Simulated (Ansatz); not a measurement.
# Sc (diamond type): a single-point run

Wanted: a converged single-point run for Sc (diamond type), and a check of what comes out. The structure is shown as the input types it.

Computed with Ansatz 0.2.0 (Kohn-Sham DFT, with the functional, basis and potentials that each input names (as first typed), unless a step's input says otherwise).

1 further run of the same task is left out (it didn't finish).

## 1. The system as given

It takes space group R-3m (No. 166, trigonal). The conventional cell has a = 4.439 Å, b = 4.439 Å, c = 10.872 Å, α = 90.00°, β = 90.00°, γ = 120.00°. Around Sc (site symmetry 3m) lie 1 Sc at 2.07 Å.

Structure file:

```
CELL_PARAMETERS angstrom
0.00000 3.13859 3.13859
3.13859 0.00000 3.13859
3.13859 3.13859 0.00000
ATOMIC_POSITIONS crystal
Sc 0.78500 0.90500 0.90500
Sc 0.21500 0.09500 0.09500
```

## 2. Running it

The input, input.yaml:

```yaml
crystal:
  lattice:
    - [0.0, 3.138591468, 3.138591468]
    - [3.138591468, 0.0, 3.138591468]
    - [3.138591468, 3.138591468, 0.0]
  atoms:
    - { symbol: Sc, position: [-0.215, -0.095, -0.095] }
    - { symbol: Sc, position: [0.215, 0.095, 0.095] }
kpoints:
  mp_grid: { grid: [8, 8, 8] }
scf:
  occupations: { method: fermi_dirac, width: 0.05 }
  max_iter: 80
hamiltonian:
  xc: lda
  pseudopotentials: { kind: all_electron, lapw: { basis_error: 0.001 } }
  hubbard: { sites: [{ species: Sc, l: d, u_eff: 20.0 }] }
output:
  forces: true
  stress: true
  eigenvalues: true
  populations: true
```

Run with:

```
ansatz run input.yaml --threads 1 --pin off --max-ram 2048MiB --backend cpu --events-out ev --progress --plain --runs-dir out
```

**Question.** How will this run end, and is anything wrong with its input?

This run ends as converged, with warnings (filled band counts differ across k points). It gives a pressure of 72 GPa and a largest force of 16.1 eV/Å, which is large; a structure far from rest gives such values too, whatever the setting.

The suspect setting: hamiltonian.hubbard.sites is [{species: Sc, l: d, u_eff: 20.0}]. The Hubbard parameter is far from any physical value.

Run again and compare: delete hamiltonian.hubbard.sites.
